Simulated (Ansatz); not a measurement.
HfGe:

```
CELL_PARAMETERS angstrom
3.21967 0.00000 0.00000
0.00000 3.21967 0.00000
0.00000 0.00000 4.10843
ATOMIC_POSITIONS crystal
Hf 0.50000 0.50000 0.00000
Ge 0.00000 0.00000 0.00000
```

The cell was built by a generator and needn't be a form met in nature.

| Property | Result |
| --- | --- |
| Program | Ansatz 0.2.0 |
| Task | relaxation of cell and atoms |
| Functional | HSE03 |
| Potentials or basis | Ansatz PAW |
| Cutoff | 420 eV (not typed: the program's choice for these potentials) |
| k mesh | 4 × 4 × 4 |
| Occupations | fermi-dirac, width 0.05 eV |
| Spin | no spin polarisation |

At the start: volume 21.29 Å³/atom.

Task: How do energy, volume and symmetry change on relaxing?

Result: It ends after 18 steps and the volume is 22.64 Å³/atom (+6.3 %); space group P4/mmm (No. 123, to 0.05 Å).

The path:
| step | energy change (eV) | largest force (eV/Å) | volume (Å³) |
| --- | --- | --- | --- |
| 1 | 0.0000 | 0.0000 | 42.59 |
| 2 | -1.8462 | 0.0000 | 46.86 |
| 3 | -2.7591 | 0.0000 | 51.31 |
| 4 | -2.9906 | 0.0000 | 55.28 |
| 5 | -3.0414 | 0.0000 | 55.94 |
| 6 | -3.2053 | 0.0000 | 54.75 |
| 7 | -3.3812 | 0.0000 | 52.74 |
| 8 | -3.5481 | 0.0000 | 49.65 |
| 9 | -3.6365 | 0.0000 | 46.11 |
| 10 | -3.6388 | 0.0000 | 45.71 |
| 11 | -3.6401 | 0.0000 | 45.38 |
| 12 | -3.6409 | 0.0000 | 45.12 |
| 13 | -3.6412 | 0.0000 | 44.95 |
| 14 | -3.6413 | 0.0000 | 44.85 |
| 15 | -3.6777 | 0.0000 | 44.85 |
| 16 | -3.6799 | 0.0000 | 45.18 |
| 17 | -3.6800 | 0.0000 | 45.28 |
| 18 | -3.6802 | 0.0000 | 45.28 |

Final structure:
```
Hf Ge
1.0
     3.76542    0.00000    0.00000
     0.00000    3.76542    0.00000
     0.00000    0.00000    3.19327
Hf Ge
1 1
Direct
  0.50000 0.50000 0.00000
  0.00000 0.00000 0.00000
```

Caveat: the k mesh is coarse (spacing up to 0.49 Å⁻¹), so the values aren't converged, least of all with exact exchange; the plane-wave basis is chosen anew once the cell has moved, so the energies of steps on either side of that aren't comparable; the PAW data sets come from PBE, with cores solved anew for the run's functional, which leaves a small shift of forces and pressure.
